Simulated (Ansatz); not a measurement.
# CaSn3N2: the cost of one run

Method: DFT PBE, scalar-relativistic, plane waves, PAW, in Ansatz 0.2.0.

## (1) The structure to begin with

Symmetry: P6/mmm, No. 191, hexagonal system. Conventional cell: a = 6.459 Å, b = 6.459 Å, c = 3.621 Å, α = 90.00°, β = 90.00°, γ = 120.00°. Ca (site symmetry 6/mmm) is surrounded by 2 Ca at 3.62 Å and 12 Sn at 3.70 Å and 6 N at 3.73 Å. Around Sn (site symmetry mmm) lie 4 N at 2.60 Å. Around N (site symmetry -6m2) lie 6 Sn at 2.60 Å and 3 Ca at 3.73 Å.

Structure file:

```cif
data_structure
_symmetry_space_group_name_H-M 'P 1'
_symmetry_Int_Tables_number 1
_cell_length_a 6.4594
_cell_length_b 6.4594
_cell_length_c 3.6213
_cell_angle_alpha 90.000
_cell_angle_beta 90.000
_cell_angle_gamma 120.000
_cell_volume 130.85
loop_
_atom_site_label
_atom_site_type_symbol
_atom_site_fract_x
_atom_site_fract_y
_atom_site_fract_z
_atom_site_occupancy
Ca1 Ca 0.00000 0.00000 0.50000 1
Sn1 Sn 0.00000 0.50000 0.00000 1
Sn2 Sn 0.50000 0.00000 0.00000 1
Sn3 Sn 0.50000 0.50000 0.00000 1
N1 N 0.33333 0.66667 0.50000 1
N2 N 0.66667 0.33333 0.50000 1
```

A structure generator made this guess: species swapped into a database cell of ScB2Ir3 (P6/mmm, No. 191), with Ca on the Sc sites, N on the B sites and Sn on the Ir sites. The dimensions are guesses.

## (2) A first look at the guess

input.yaml reads:

```yaml
crystal:
  lattice:
    - [6.45939896, 0.0, 0.0]
    - [-3.22969948, 5.59400359, 0.0]
    - [0.0, 0.0, 3.62129842]
  atoms:
    - { symbol: Ca, position: [0.0, 0.0, 0.5] }
    - { symbol: Sn, position: [0.0, 0.5, 0.0] }
    - { symbol: Sn, position: [0.5, 0.0, 0.0] }
    - { symbol: Sn, position: [0.5, 0.5, 0.0] }
    - { symbol: "N", position: [0.33333333, 0.66666667, 0.5] }
    - { symbol: "N", position: [0.66666667, 0.33333333, 0.5] }
basis:
  ecutwfc: 420
kpoints:
  mp_grid: { grid: [3, 3, 6] }
hamiltonian:
  xc: pbe
scf:
  occupations: { method: gaussian, width: 0.1 }
  lower_state_search: "off"
output:
  forces: true
  stress: true
  eigenvalues: true
```

Command:

```sh
> ansatz run input.yaml --threads 1 --pin off --max-ram 2560MiB --backend cpu --events-out ev --progress --plain --runs-dir out
```

**Question.** How long does this run take on 1 thread of Arm Neoverse V2, shared host, and how much memory does it need?

About 3.5 s, with a peak of 0.37 GiB.
